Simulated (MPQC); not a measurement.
**One shape, several levels: KSH (SMILES [SH][K])**

We compute a comparison of 6 runs (HF/STO-3G, HF/3-21G, PBE/STO-3G, PBE0/def2-SVP, B3LYP/6-31G*, SVWN5/6-31G**) of KSH. 

Program for the calculation: MPQC 2.3.1.

3 further runs of the same task are left out: 1 that didn't finish, 2 set aside as unsound or not needed.

## (1) The system as given

KSH: 3 atoms, total charge 0, spin state singlet. As SMILES, `[SH][K]`. The shape comes from GFN2-xTB, which is rough for such elements, and wasn't checked as a minimum.

Bond lengths: S1–K2 2.853 Å, S1–H3 1.321 Å. Angles: K2–S1–H3 104.2°.

## (2) Energy and forces at HF/STO-3G (run 1)

job.in reads:

```
% emacs should use -*- KeyVal -*- mode
molecule<Molecule>: (
   symmetry = c1
   unit = angstrom
   { atoms geometry } = {
      S  [ -0.621650 -0.581530 -0.410130 ]
      K  [ 1.802300 -0.022440 0.985850 ]
      H  [ -1.180650 0.603970 -0.575730 ]
   }
)
basis<GaussianBasisSet>: (
   name = "STO-3G"
   molecule = $:molecule
   basisdir = "."
   puream = yes
)
mpqc: (
   checkpoint = no
   savestate = no
   restart = no
   do_energy = yes
   do_gradient = yes
   optimize = no
   mole<CLHF>: (
      molecule = $:molecule
      basis = $:basis
      total_charge = 0
      memory = 1000000000
      print_evals = yes
      maxiter = 120
      value_accuracy = 1e-08
      guess_wavefunction<ExtendedHuckelWfn>: (
         molecule = $:molecule
         total_charge = 0
         multiplicity = 1
         basis<GaussianBasisSet>: (
            name = "STO-3G"
            molecule = $:molecule
         )
      )
   )
)
```

The basis set STO-3G is read from a file made from the Basis Set Exchange's data (not shown).

On the command line:

```bash
$ mpqc job.in > job.out
```

The log of the run:

```text
MPQC: Massively Parallel Quantum Chemistry
[...]
  CLSCF::init: total charge = 0
[...]
  nbasis = 23
[...]
  iter     1 energy = -965.6339408582 delta = 4.88361e-01
[...]
  LUMO is    19   A =   0.165830
  total scf energy = -986.8301266009
[...]
Value of the MolecularEnergy: -986.8301266009
  Gradient of the MolecularEnergy:
      1   -0.0143527252
      2    0.0097147488
      3   -0.0067167180
      4    0.0181431449
      5    0.0000736062
      6    0.0099598740
      7   -0.0037904197
      8   -0.0097883550
      9   -0.0032431560
  Function Parameters:
    value_accuracy    = 4.485070e-09 (1.000000e-08) (computed)
[...]
      symmetry = c1
[...]
```

Run time: 0.18 s. Hardware: 1 thread of Arm Neoverse V2, shared host.

## (3) Energy and forces at HF/3-21G (run 2)

input.in reads:

```
molecule<Molecule>: (
   symmetry = c1
   unit = angstrom
   { atoms geometry } = {
      S  [ -0.621650    -0.581530    -0.410130 ]
      K  [ 1.802300    -0.022440     0.985850 ]
      H  [ -1.180650     0.603970    -0.575730 ]
   }
)
basis<GaussianBasisSet>: (
   name = "3-21G"
   molecule = $:molecule
   basisdir = "."
   puream = yes
)
mpqc: (
   checkpoint = no
   savestate = no
   restart = no
   do_energy = yes
   do_gradient = yes
   optimize = no
   mole<CLHF>: (
      molecule = $:molecule
      basis = $:basis
      total_charge = 0
      memory = 1000000000
      print_evals = yes
      maxiter = 120
      value_accuracy = 1e-08
      guess_wavefunction<CLHF>: (
         molecule = $:molecule
         total_charge = 0
         memory = 1000000000
         value_accuracy = 1e-3
         basis<GaussianBasisSet>: (
            name = "STO-3G"
            molecule = $:molecule
         )
      )
   )
)
```

The basis set 3-21G is read from a file made from the Basis Set Exchange's data (not shown).

On the command line:

```bash
$ mpqc -o input.out input.in
```

The log of the run:

```text
MPQC: Massively Parallel Quantum Chemistry
[...]
  LUMO is    19   A =  -0.016724
  total scf energy = -992.3354215103
[...]
Value of the MolecularEnergy: -992.3354215103
  Gradient of the MolecularEnergy:
      1   -0.0020134669
      2    0.0183277546
      3    0.0010754977
      4   -0.0083099458
      5   -0.0008893266
      6   -0.0046635976
      7    0.0103234127
      8   -0.0174384280
      9    0.0035880999
  Function Parameters:
    value_accuracy    = 6.485556e-09 (1.000000e-08) (computed)
[...]
      symmetry = c1
[...]
```

It took 0.32 s on 1 thread of Arm Neoverse V2, shared host.

Runs 3 to 4 aren't shown in full; the table further down has their settings and results.

## (4) Energy and gradient at B3LYP/6-31G(d) (spherical functions) (run 5)

run.in reads:

```
% emacs should use -*- KeyVal -*- mode
molecule<Molecule>: (
   symmetry = c1
   unit = bohr
   { atoms geometry } = {
      S  [ -1.17474825 -1.09893243 -0.77503338 ]
      K  [ 3.40585339 -0.04240545 1.86298650 ]
      H  [ -2.23110515 1.14133789 -1.08797202 ]
   }
)
basis<GaussianBasisSet>: (
   name = "6-31G*"
   molecule = $:molecule
   basisdir = "."
   puream = yes
)
mpqc: (
   checkpoint = no
   savestate = no
   restart = no
   do_energy = yes
   do_gradient = yes
   optimize = no
   mole<CLKS>: (
      molecule = $:molecule
      basis = $:basis
      total_charge = 0
      memory = 1000000000
      print_evals = yes
      maxiter = 120
      value_accuracy = 1e-08
      functional<StdDenFunctional>: ( name = "B3LYP" )
      integrator<RadialAngularIntegrator>: ( grid = xfine )
      guess_wavefunction<CLHF>: (
         molecule = $:molecule
         total_charge = 0
         memory = 1000000000
         value_accuracy = 1e-3
         basis<GaussianBasisSet>: (
            name = "STO-3G"
            molecule = $:molecule
         )
      )
   )
)
```

The basis set 6-31G* is read from a file made from the Basis Set Exchange's data (not shown).

On the command line:

```bash
$ mpqc run.in > run.out
```

The log of the run:

```text
MPQC: Massively Parallel Quantum Chemistry
[...]
  WARNING: BeckeIntegrationWeight usually uses the atomic maximum
           probability radius, however this is not available for
[...]
  Integrated electron density error = -0.012560772392
  iter     1 energy = -998.4629168037 delta = 2.42663e-01
[...]
  Integrated electron density error = 0.000004586278
  iter    13 energy = -998.7270887720 delta = 7.12175e-07
  Integrated electron density error = 0.000004586280
  iter    14 energy = -998.7270887719 delta = 1.17549e-07
  Integrated electron density error = 0.000004586294
  iter    15 energy = -998.7270887720 delta = 1.49358e-08
[...]
  LUMO is    19   A =  -0.061465
  total scf energy = -998.7270887720
[...]
  Integrated electron density error = 0.000004570764
  Total Gradient:
[...]
Value of the MolecularEnergy: -998.7270887720
  Gradient of the MolecularEnergy:
      1   -0.0097826472
      2    0.0158384969
      3   -0.0035879895
      4    0.0025689588
      5    0.0003055450
      6    0.0015488987
      7    0.0072136884
      8   -0.0161440419
      9    0.0020390909
  Closed Shell Kohn-Sham (CLKS) Parameters:
    Function Parameters:
[...]
        symmetry = c1
[...]
```

It took 16 s on 1 thread of Arm Neoverse V2, shared host; peak memory 0.17 GiB.

## (5) Energy and gradient at SVWN5/6-31G(d,p) (spherical functions) (run 6)

mol.in reads:

```
% emacs should use -*- KeyVal -*- mode
molecule<Molecule>: (
   symmetry = c1
   unit = bohr
   { atoms geometry } = {
      S  [ -1.17474825    -1.09893243    -0.77503338 ]
      K  [ 3.40585339    -0.04240545     1.86298650 ]
      H  [ -2.23110515     1.14133789    -1.08797202 ]
   }
)
basis<GaussianBasisSet>: (
   name = "6-31G**"
   molecule = $:molecule
   basisdir = "."
   puream = yes
)
mpqc: (
   checkpoint = no
   savestate = no
   restart = no
   do_energy = yes
   do_gradient = yes
   optimize = no
   mole<CLKS>: (
      molecule = $:molecule
      basis = $:basis
      total_charge = 0
      memory = 1000000000
      print_evals = yes
      maxiter = 120
      value_accuracy = 1e-08
      functional<StdDenFunctional>: ( name = "SVWN5" )
      integrator<RadialAngularIntegrator>: ( grid = xfine )
      guess_wavefunction<CLHF>: (
         molecule = $:molecule
         total_charge = 0
         memory = 1000000000
         value_accuracy = 1e-3
         basis<GaussianBasisSet>: (
            name = "STO-2G"
            molecule = $:molecule
         )
      )
   )
)
```

The basis set 6-31G** is read from a file made from the Basis Set Exchange's data (not shown).

On the command line:

```bash
$ mpqc -o mol.out mol.in
```

The log of the run:

```text
MPQC: Massively Parallel Quantum Chemistry
[...]
  WARNING: BeckeIntegrationWeight usually uses the atomic maximum
           probability radius, however this is not available for
[...]
  Integrated electron density error = -0.011825671515
  iter     1 energy = -995.2936984122 delta = 2.27522e-01
[...]
  Integrated electron density error = 0.000004555490
  iter    18 energy = -995.5833888937 delta = 2.78909e-07
  Integrated electron density error = 0.000004555489
  iter    19 energy = -995.5833888937 delta = 2.89599e-08
  Integrated electron density error = 0.000004555489
  iter    20 energy = -995.5833888937 delta = 1.16406e-08
[...]
  LUMO is    19   A =  -0.067849
  total scf energy = -995.5833888937
[...]
  Integrated electron density error = 0.000004541000
  Total Gradient:
[...]
Value of the MolecularEnergy: -995.5833888937
  Gradient of the MolecularEnergy:
      1   -0.0157254879
      2    0.0177248283
      3   -0.0066308150
      4    0.0076368503
      5    0.0012842062
      6    0.0044524273
      7    0.0080886376
      8   -0.0190090345
      9    0.0021783877
  Closed Shell Kohn-Sham (CLKS) Parameters:
    Function Parameters:
[...]
        symmetry = c1
[...]
```

Run time: 11 s. Hardware: 1 thread of Arm Neoverse V2, shared host; peak memory 0.22 GiB.

## (6) Overview of the runs

```csv
run,level,starting guess,integration grid,energy (Eh),HOMO energy (eV),LUMO energy (eV),HOMO–LUMO gap (eV),wall time
1,HF/STO-3G,huckel STO-3G,–,-986.830127,-3.63,4.51,8.15,0.18 s
2,HF/3-21G,STO-3G,–,-992.335422,-6.90,-0.46,6.44,0.32 s
3,PBE/STO-3G,huckel STO-3G,xfine,-987.736909,0.17,0.93,0.76,5.7 s
4,PBE0/def2-SVP,STO-3G,xfine,-998.233939,-4.33,-1.39,2.94,16 s
5,B3LYP/6-31G* (spherical functions),STO-3G,xfine,-998.727089,-4.43,-1.67,2.76,16 s
6,SVWN5/6-31G** (spherical functions),STO-2G,xfine,-995.583389,-3.73,-1.85,1.89,11 s
```

## (7) Summary of results

```
                       quantity          value
            run 6: total energy  -995.58339 Eh
             run 6: HOMO energy       -3.73 eV
             run 6: LUMO energy       -1.85 eV
           run 6: HOMO–LUMO gap        1.89 eV
run 6: largest force on an atom     1.265 eV/Å
```

In words: The HOMO–LUMO gap runs from 0.76 eV (PBE/STO-3G) to 8.15 eV (HF/STO-3G). Exact exchange widens orbital gaps. Totals of different functionals can't be ranked against each other. In runs 1, 3 the basis is minimal, so the values are rough. All runs together took 49 s, the longest 16 s.
